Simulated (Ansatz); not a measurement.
# Cl3H3W: molecular dynamics

Aim: follow the molecule's vibrations and see whether its bonds hold. The start is relaxed first. Runs: 300 steps of 0.5 fs under a Langevin thermostat at 300 K.

Program: Ansatz 0.2.0. Level of theory: RKS LDA/def2-SVP. These are calculated values, not measurements.

## 1. The starting structure

Bond lengths: W1–Cl2 2.390 Å, W1–H3 1.720 Å, W1–Cl4 2.390 Å, W1–H5 1.720 Å, W1–Cl6 2.390 Å, W1–H7 1.720 Å. Angles (14 of 15 angles, heavy atoms first): Cl2–W1–Cl4 90.0°, Cl2–W1–Cl6 90.0°, Cl4–W1–Cl6 180.0°, Cl2–W1–H3 90.0°, Cl2–W1–H5 90.0°, Cl2–W1–H7 180.0°, H3–W1–Cl4 90.0°, H3–W1–Cl6 90.0°, Cl4–W1–H5 90.0°, Cl4–W1–H7 90.0°, H5–W1–Cl6 90.0°, Cl6–W1–H7 90.0°, H3–W1–H5 180.0°, H3–W1–H7 90.0°.

As a file:

```xyz
7

W     0.0000    0.0000    0.0000
Cl    0.0000    0.0000    2.3900
H     1.7200    0.0000    0.0000
Cl    0.0000    2.3900    0.0000
H    -1.7200    0.0000    0.0000
Cl    0.0000   -2.3900    0.0000
H     0.0000    0.0000   -1.7200
```

## 2. Relaxing the start

The input, input.yaml:

```yaml
crystal:
  periodic: [false, false, false]
  atoms:
    - { symbol: W, position_ang: [0.0, 0.0, 0.0] }
    - { symbol: Cl, position_ang: [0.0, 0.0, 2.39] }
    - { symbol: H, position_ang: [1.72, 0.0, 0.0] }
    - { symbol: Cl, position_ang: [0.0, 2.39, 0.0] }
    - { symbol: H, position_ang: [-1.72, 0.0, 0.0] }
    - { symbol: Cl, position_ang: [0.0, -2.39, 0.0] }
    - { symbol: H, position_ang: [0.0, 0.0, -1.72] }
basis:
  gaussian: { orbitals: def2-SVP }
hamiltonian:
  xc: lda
relax:
  f_tol: 0.02
  max_steps: 40
```

Run with:

```bash
> ansatz run input.yaml --threads 2 --pin off --max-ram 3072MiB --backend cpu --events-out ev --progress --plain --runs-dir out
```

The log of the run (excerpt; [...] marks lines left out):

```text
Warning: RAYON_NUM_THREADS=2 ignored (pool sized by the plan → 2); use --threads N
[...]
Functional definition: SPW92
[...]
1066 factors; their error is unknown
[...]
mean field -39304.84803519 eV, -1444.4265235105 hartree, gradient 5.5e-6 eV, S^2 0.000000; 8 other end points of the search recorded, 0 dependent functions left out
[...]
reference -39304.84809377 eV, -1444.4265256631 hartree; 34, 34 occupied and 67, 67 virtual orbitals, 1066 factors
relax step   1: F+E_penalty+E_count = -39304.84803519 eV  Δ(F+E_penalty+E_count) = +0.000e0 eV  max|allowed force component| = 6.517e0 eV/Å  Δτ_max = 0.0000 Å  (355 SCF iters, accepted)
[...]
relax step   7: F+E_penalty+E_count = -39308.32041551 eV  Δ(F+E_penalty+E_count) = -5.823e-4 eV  max|allowed force component| = 1.083e-1 eV/Å  Δτ_max = 0.0139 Å  (33 SCF iters, accepted)
[...]
relax step   8: F+E_penalty+E_count = -39308.32076570 eV  Δ(F+E_penalty+E_count) = -3.502e-4 eV  max|allowed force component| = 3.525e-3 eV/Å  Δτ_max = 0.0039 Å  (33 SCF iters, accepted)
1066 factors; their error is unknown
[...]
mean field -39308.32076570 eV, -1444.5541440026 hartree, gradient 2.2e-5 eV, S^2 0.000000; 1 other end points of the search recorded, 0 dependent functions left out
[...]
reference -39308.32082540 eV, -1444.5541461965 hartree; 34, 34 occupied and 67, 67 virtual orbitals, 1066 factors
Total energy: -39308.32082540 eV, -1444.5541461965 hartree
Atom 0 at    -0.000000    -0.000000     0.384689 Å, force    -0.000000     0.000000    -0.000783 eV/Å
Atom 1 at    -0.000000     0.000000     2.701659 Å, force    -0.000000     0.000000     0.003525 eV/Å
Atom 2 at     1.339815     0.000000    -0.633651 Å, force     0.001239     0.000000    -0.001366 eV/Å
Atom 3 at     0.000000     2.217499     0.098579 Å, force     0.000000     0.001845     0.001041 eV/Å
Atom 4 at    -1.339815     0.000000    -0.633651 Å, force    -0.001239    -0.000000    -0.001366 eV/Å
Atom 5 at     0.000000    -2.217499     0.098579 Å, force    -0.000000    -0.001845     0.001041 eV/Å
Atom 6 at     0.000000    -0.000000    -1.346205 Å, force     0.000000    -0.000000    -0.002091 eV/Å
Dipole moment:     0.000000     0.000000    -0.130937 e Å
```

It took 33 s on 2 threads of AMD EPYC (Zen 3), shared host; peak memory 0.22 GiB.

The steps of the relaxation:

```
step  energy from step 1 (eV)  largest force component (eV/Å)
   1                   0.0000                          6.5173
   2                  -1.7083                          1.3639
   3                  -2.5745                          1.4521
   4                  -3.1714                          1.1052
   5                  -3.4417                          0.4006
   6                  -3.4718                          0.1260
   7                  -3.4724                          0.1083
   8                  -3.4727                          0.0035
```

Step 1 is the start.

After: Bond lengths: W1–Cl2 2.317 Å, W1–H3 1.683 Å, W1–Cl4 2.236 Å, W1–H5 1.683 Å, W1–Cl6 2.236 Å, W1–H7 1.731 Å. Angles (14 of 15 angles, heavy atoms first): Cl2–W1–Cl4 97.4°, Cl2–W1–Cl6 97.4°, Cl4–W1–Cl6 165.3°, Cl2–W1–H3 127.2°, Cl2–W1–H5 127.2°, Cl2–W1–H7 180.0°, H3–W1–Cl4 85.6°, H3–W1–Cl6 85.6°, Cl4–W1–H5 85.6°, Cl4–W1–H7 82.6°, H5–W1–Cl6 85.6°, Cl6–W1–H7 82.6°, H3–W1–H5 105.5°, H3–W1–H7 52.8°.

## 3. Dynamics

300 steps of 0.5 fs under a Langevin thermostat at 300 K, from the relaxed start.

The input, input.yaml:

```yaml
crystal:
  periodic: [false, false, false]
  atoms:
    - { symbol: W, position_ang: [0.0, 0.0, 0.384689] }
    - { symbol: Cl, position_ang: [0.0, 0.0, 2.701659] }
    - { symbol: H, position_ang: [1.339815, 0.0, -0.633651] }
    - { symbol: Cl, position_ang: [0.0, 2.217499, 0.098579] }
    - { symbol: H, position_ang: [-1.339815, 0.0, -0.633651] }
    - { symbol: Cl, position_ang: [0.0, -2.217499, 0.098579] }
    - { symbol: H, position_ang: [0.0, 0.0, -1.346205] }
basis:
  gaussian: { orbitals: def2-SVP }
hamiltonian:
  xc: lda
md:
  timestep: 0.5
  n_steps: 300
  ensemble: nvt_langevin
  temperature: 300.0
  initial_velocities: maxwell_boltzmann
  seed: 225883
  friction: 0.001
```

Run with:

```bash
> ansatz run input.yaml --threads 2 --pin off --max-ram 3072MiB --backend cpu --events-out ev --progress --plain --runs-dir out
```

The log of the run (excerpt; [...] marks lines left out):

```text
Warning: RAYON_NUM_THREADS=2 ignored (pool sized by the plan → 2); use --threads N
[...]
Functional definition: SPW92
[...]
1066 factors; their error is unknown
[...]
mean field -39308.32076570 eV, -1444.5541440027 hartree, gradient 5.4e-5 eV, S^2 0.000000; 0 other end points of the search recorded, 0 dependent functions left out
[...]
reference -39308.32082540 eV, -1444.5541461966 hartree; 34, 34 occupied and 67, 67 virtual orbitals, 1066 factors
md step     0: t =     0.00 fs  T =   257.1 K  F+E_penalty+E_count = -39308.32076570 eV  E_kin = 0.232668 eV  (29 SCF iters)
[...]
md step    22: t =    11.00 fs  T =    79.4 K  F+E_penalty+E_count = -39308.15443230 eV  E_kin = 0.071827 eV  (33 SCF iters)
[...]
md step    44: t =    22.00 fs  T =   137.0 K  F+E_penalty+E_count = -39308.21820895 eV  E_kin = 0.123948 eV  (33 SCF iters)
[...]
md step    66: t =    33.00 fs  T =   139.8 K  F+E_penalty+E_count = -39308.22223206 eV  E_kin = 0.126535 eV  (33 SCF iters)
[...]
md step    88: t =    44.00 fs  T =   107.6 K  F+E_penalty+E_count = -39308.20708692 eV  E_kin = 0.097345 eV  (33 SCF iters)
md step    89: t =    44.50 fs  T =   106.0 K  F+E_penalty+E_count = -39308.20434981 eV  E_kin = 0.095880 eV  (33 SCF iters)
md step    90: t =    45.00 fs  T =   110.3 K  F+E_penalty+E_count = -39308.20860879 eV  E_kin = 0.099840 eV  (33 SCF iters)
```

## 4. The output, continued: dynamics from the start

The log, continued (excerpt; [...] marks lines left out):

```text
md step    91: t =    45.50 fs  T =   123.9 K  F+E_penalty+E_count = -39308.21798407 eV  E_kin = 0.112147 eV  (33 SCF iters)
[...]
md step   120: t =    60.00 fs  T =    96.7 K  F+E_penalty+E_count = -39308.18262711 eV  E_kin = 0.087513 eV  (33 SCF iters)
[...]
md step   149: t =    74.50 fs  T =   105.9 K  F+E_penalty+E_count = -39308.16486322 eV  E_kin = 0.095811 eV  (34 SCF iters)
[...]
md step   178: t =    89.00 fs  T =   198.9 K  F+E_penalty+E_count = -39308.24768593 eV  E_kin = 0.180002 eV  (33 SCF iters)
[...]
md step   206: t =   103.00 fs  T =   211.8 K  F+E_penalty+E_count = -39308.25353692 eV  E_kin = 0.191600 eV  (32 SCF iters)
md step   207: t =   103.50 fs  T =   230.1 K  F+E_penalty+E_count = -39308.27258116 eV  E_kin = 0.208205 eV  (32 SCF iters)
```

## 5. The output, continued: dynamics from the start

Output, continued (excerpt; [...] marks lines left out):

```text
md step   208: t =   104.00 fs  T =   248.7 K  F+E_penalty+E_count = -39308.28694540 eV  E_kin = 0.224989 eV  (32 SCF iters)
[...]
md step   231: t =   115.50 fs  T =    71.4 K  F+E_penalty+E_count = -39308.15862156 eV  E_kin = 0.064564 eV  (47 SCF iters)
[...]
md step   254: t =   127.00 fs  T =   137.3 K  F+E_penalty+E_count = -39308.23617527 eV  E_kin = 0.124265 eV  (33 SCF iters)
[...]
md step   277: t =   138.50 fs  T =   126.6 K  F+E_penalty+E_count = -39308.23193144 eV  E_kin = 0.114566 eV  (33 SCF iters)
[...]
md step   299: t =   149.50 fs  T =   104.4 K  F+E_penalty+E_count = -39308.21495216 eV  E_kin = 0.094445 eV  (33 SCF iters)
[...]
md step   300: t =   150.00 fs  T =   107.6 K  F+E_penalty+E_count = -39308.21582998 eV  E_kin = 0.097352 eV  (31 SCF iters)
Total energy: -39308.21588988 eV, -1444.5502898874 hartree
Atom 0 at    -0.014815    -0.005753     0.339075 Å, force    -0.825902    -0.224993     0.209733 eV/Å
Atom 1 at     0.067774    -0.038379     2.657793 Å, force     0.053821     0.088206     0.075842 eV/Å
Atom 2 at     1.527205     0.142976    -0.327884 Å, force    -0.308037    -0.037721    -0.235767 eV/Å
Atom 3 at    -0.278742     2.190527     0.031139 Å, force    -0.036822    -0.005541     0.074927 eV/Å
Atom 4 at    -1.331943    -0.187962    -0.816473 Å, force     0.912449     0.169916     0.472792 eV/Å
Atom 5 at     0.183678    -2.230254     0.114893 Å, force    -0.013063     0.133914    -0.082451 eV/Å
Atom 6 at     0.103683     0.014170    -1.349396 Å, force     0.217553    -0.123781    -0.515075 eV/Å
Dipole moment:    -0.056576     0.029936    -0.077927 e Å
```

It took 11 min on 2 threads of AMD EPYC (Zen 3), shared host; peak memory 0.16 GiB.

## 6. What the atoms did

One step in 22; energies are changes from step 0:

```
time (fs)  T (K)  potential energy change (meV/atom)
      0.0    257                                 0.0
     11.0     79                                23.8
     22.0    137                                14.7
     33.0    140                                14.1
     44.0    108                                16.2
     55.0    105                                17.9
     66.0    154                                14.2
     77.0     90                                25.2
     88.0    218                                 7.7
     99.0    102                                23.5
    110.0    137                                15.4
    121.0    139                                12.7
    132.0    103                                15.6
    143.0    127                                11.6
    150.0    108                                15.0
```

time (fs), T (K) and a bar:
```
      0.0        257 ##############################
      6.5        143 #############
     13.0         64 ##
     19.5        109 ########
     26.0        156 ###############
     32.5        145 ##############
     39.0        161 ################
     45.5        124 ##########
     52.0         52 
     58.5        121 ##########
     65.0        183 ###################
     71.5        145 ##############
     78.5        142 #############
     85.0        178 ##################
     91.5         76 ####
     98.0        118 ##########
    104.5        253 #############################
    111.0        163 ################
    117.5         63 ##
    124.0         92 ######
    130.5        141 #############
    137.0        143 #############
    143.5        134 ############
    150.0        108 ########
```

Maxima of the velocity power spectrum (cm⁻¹, relative height; resolution about 440 cm⁻¹): 780 (100), 2060 (89).

## 7. Snapshots as a file

Extended XYZ, with forces in eV/Å:

```xyz
7
time_fs=19.0 T=122 dE=0.1268
W     0.007   -0.007    0.379   -0.165    0.637   -1.583
Cl    0.024    0.018    2.669   -0.028    0.004    0.297
H     1.304   -0.009   -0.811   -0.619   -0.003    0.632
Cl   -0.045    2.205    0.109    0.047    0.228   -0.107
H    -1.412   -0.002   -0.666    0.892   -0.059    0.612
Cl   -0.009   -2.188    0.149    0.013   -0.920   -0.121
H     0.042   -0.055   -1.389   -0.140    0.113    0.271
7
time_fs=37.5 T=105 dE=0.1285
W     0.014   -0.004    0.371   -0.569   -0.160   -1.438
Cl    0.040    0.027    2.667    0.120    0.037    0.261
H     1.389    0.046   -0.706   -0.800   -0.091    0.383
Cl   -0.078    2.210    0.118   -0.025    0.155   -0.023
H    -1.432   -0.060   -0.628    0.863    0.103    0.552
Cl   -0.009   -2.234    0.173    0.061    0.088   -0.132
H    -0.206    0.037   -1.393    0.350   -0.132    0.396
7
time_fs=56.0 T=141 dE=0.0990
W     0.014   -0.003    0.358    0.050   -0.384   -0.268
Cl    0.051    0.039    2.681   -0.082   -0.065   -0.209
H     1.289   -0.028   -0.782   -0.075    0.065    0.195
Cl   -0.118    2.225    0.122    0.116   -0.298   -0.151
H    -1.410   -0.027   -0.574    0.383   -0.078    0.048
Cl    0.002   -2.270    0.181    0.022    0.662   -0.006
H     0.141   -0.091   -1.416   -0.414    0.098    0.392
7
time_fs=75.0 T=97 dE=0.1687
W     0.013   -0.008    0.352   -0.458    0.060    0.986
Cl    0.060    0.033    2.679    0.153   -0.001   -0.306
H     1.349    0.024   -0.598    0.565    0.020   -0.531
Cl   -0.165    2.215    0.114   -0.017   -0.190   -0.154
H    -1.204   -0.120   -0.763   -0.876    0.036   -0.444
Cl    0.021   -2.239    0.189    0.020    0.028   -0.112
H    -0.248   -0.064   -1.444    0.613    0.046    0.561
7
time_fs=94.0 T=77 dE=0.1839
W     0.004   -0.013    0.354    0.782    0.619    0.732
Cl    0.080    0.015    2.658   -0.152    0.059    0.267
H     1.360    0.089   -0.582    0.613   -0.005   -0.263
Cl   -0.211    2.192    0.108    0.038    0.282   -0.042
H    -1.300   -0.039   -0.622   -0.623   -0.143   -0.842
Cl    0.051   -2.205    0.177    0.032   -0.718   -0.263
H     0.309    0.028   -1.406   -0.689   -0.094    0.410
7
time_fs=112.5 T=169 dE=0.0803
W    -0.003   -0.007    0.353   -0.221   -0.076   -0.194
Cl    0.088    0.005    2.642    0.109    0.017    0.250
H     1.462    0.067   -0.483   -0.223    0.023   -0.077
Cl   -0.250    2.197    0.089   -0.021   -0.016   -0.134
H    -1.162   -0.147   -0.915   -0.041    0.056    0.144
Cl    0.092   -2.232    0.150   -0.020   -0.083   -0.068
H    -0.114   -0.083   -1.416    0.417    0.080    0.078
7
time_fs=131.0 T=128 dE=0.0886
W    -0.012   -0.003    0.349    0.216   -0.156   -0.955
Cl    0.086   -0.007    2.641   -0.061    0.003    0.262
H     1.431    0.137   -0.586   -0.467   -0.109    0.490
Cl   -0.268    2.211    0.053    0.033   -0.352   -0.015
H    -1.183   -0.128   -0.951    0.429   -0.002    0.618
Cl    0.137   -2.259    0.130   -0.029    0.574   -0.017
H     0.162   -0.069   -1.354   -0.123    0.041   -0.382
7
time_fs=150.0 T=108 dE=0.1049
W    -0.015   -0.006    0.339   -0.826   -0.225    0.210
Cl    0.068   -0.038    2.658    0.054    0.088    0.076
H     1.527    0.143   -0.328   -0.308   -0.038   -0.236
Cl   -0.279    2.191    0.031   -0.037   -0.005    0.075
H    -1.332   -0.188   -0.817    0.912    0.170    0.473
Cl    0.184   -2.230    0.115   -0.013    0.134   -0.083
H     0.104    0.014   -1.349    0.218   -0.124   -0.515
```

## 8. Results

```
                        quantity                         value
         relaxation of the start       7 moves, 3.473 eV lower
                          length           300 steps of 0.5 fs
temperature, first and last step                 257 and 108 K
        temperature, second half  mean 135 K, from 56 to 253 K
   potential energy, second half   +15 meV/atom from the start
          bonds formed or broken                             0
```

Against a set 300 K the second half averages 135 K with a spread of 44 K; 15 meV/atom has gone into potential energy, and a thermostat that acts over some 1000 fs has not made it up in 150 fs. The bonds all hold. A run of 150 fs with 7 atoms shows the motion but fixes no equilibrium value. The nuclei move classically, without zero-point motion, which matters most for hydrogen.
